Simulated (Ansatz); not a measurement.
This was printed by a script on the Ansatz DFT code, driven from Python, for harmonic frequencies at the relaxed geometry of FHISi, SMILES F[SiH]I. What did the script look like? Settings (for the species named): B3LYP, def2-SVP basis, multiplicity 2.

Contents of `fhisi.xyz`:
```text
4

F    -1.17110   -0.18760    1.05030
Si   -0.36620   -0.23880   -0.31480
I     1.93520   -0.72270    0.25120
H    -0.34240    1.08880   -1.00710
```

```console
$ python freq_fhisi.py
pair        before    after (A)
F0-Si1       1.5856   1.6291
Si1-I2       2.4189   2.4701
Si1-H3       1.4975   1.5018
frequencies (1/cm): 173 354 622 761 883 2135
imaginary modes: 0  zero-point energy: 0.3055 eV
T (K)   F_vib (eV)   S_vib (meV/K)   C_vib (meV/K)
 100.0      0.3047        0.0302          0.0676
 200.0      0.2980        0.1071          0.1645
 300.0      0.2831        0.1902          0.2474
 400.0      0.2600        0.2700          0.3062
 500.0      0.2293        0.3430          0.3473
deuterated (1/cm): 173 342 470 565 880 1537
zero-point energy falls by 0.0595 eV
```

The script that was run (others could print the same):

`freq_fhisi.py`:
```python
"""Harmonic frequencies of FHISi at its relaxed geometry."""

import itertools

import ansatz as az
from ase.data import atomic_numbers, covalent_radii
import numpy as np

molecule = az.Crystal.molecule_from_extxyz("fhisi.xyz")

model = molecule.calculation().basis(gaussian="def2-SVP").functional("B3LYP").spin("collinear", total=1)
symbols = [site.symbol for site in molecule.cartesian_sites]
start = np.array([site.position_ang for site in molecule.cartesian_sites], dtype=float)
rep = model.relax(force_tolerance=0.003, max_steps=100).run(threads=1).report
end = np.array(rep["positions_ang"])

# pairs closer than 1.2 times the sum of covalent radii, before or after
radius = [covalent_radii[atomic_numbers[s]] for s in symbols]
span = lambda where, i, j: np.linalg.norm(where[i] - where[j])
bonded = [(i, j) for i, j in itertools.combinations(range(len(symbols)), 2) if min(span(start, i, j), span(end, i, j)) < 1.2 * (radius[i] + radius[j])]
print("pair        before    after (A)")
for i, j in bonded:
    print(f"{symbols[i]}{i}-{symbols[j]}{j}".ljust(10), f"{span(start, i, j):8.4f} {span(end, i, j):8.4f}")

# frequencies need a stationary point, so they are taken at the relaxed geometry
minimum = az.Crystal.molecule()
for symbol, place in zip(symbols, end):
    minimum = minimum.atom(symbol, place.tolist())
vibrating = (
    minimum.calculation()
    .basis(gaussian="def2-SVP")
    .functional("B3LYP")
    .spin("collinear", total=1)
    .phonons(temperatures=(100, 500, 100))
)
vib = vibrating.run(threads=1).report["vibrations"]
sums = vib["harmonic_sums"]
modes = [m["omega_inv_cm"] for m in sums["modes_at_gamma"] if m["rigid_motion"] == "no"]
print("frequencies (1/cm):", " ".join(f"{w:.0f}" for w in modes))
print("imaginary modes:", sum(w < 0 for w in modes), " zero-point energy:", round(sums["zero_point_energy_ev"], 4), "eV")
print("T (K)   F_vib (eV)   S_vib (meV/K)   C_vib (meV/K)")
for row in zip(sums["temperatures_k"], sums["vibrational_free_energy_ev"], vib["entropy_ev_per_k"], vib["heat_capacity_ev_per_k"]):
    print(f"{row[0]:6.1f} {row[1]:11.4f} {1000 * row[2]:13.4f} {1000 * row[3]:15.4f}")

# all hydrogen replaced by deuterium
heavier = vibrating.phonons(masses={"H": 2.014102}).run(threads=1).report["vibrations"]["harmonic_sums"]
print("deuterated (1/cm):", " ".join(f"{m['omega_inv_cm']:.0f}" for m in heavier["modes_at_gamma"] if m["rigid_motion"] == "no"))
print("zero-point energy falls by", round(sums["zero_point_energy_ev"] - heavier["zero_point_energy_ev"], 4), "eV")
```

Caveats:
- The frequencies are harmonic and unscaled, in a modest basis.
- def2 sets replace the cores of elements past krypton by effective core potentials.
- The run takes the species as open-shell (spin multiplicity 2), which needn't be its ground state.
- b3lyp holds the VWN-RPA fit, as in Gaussian; the form of ORCA and Turbomole is b3lyp5.
- Hardware and time: 110 s on 1 thread of Arm Neoverse V2, on a shared host, peak memory 0.25 GiB.
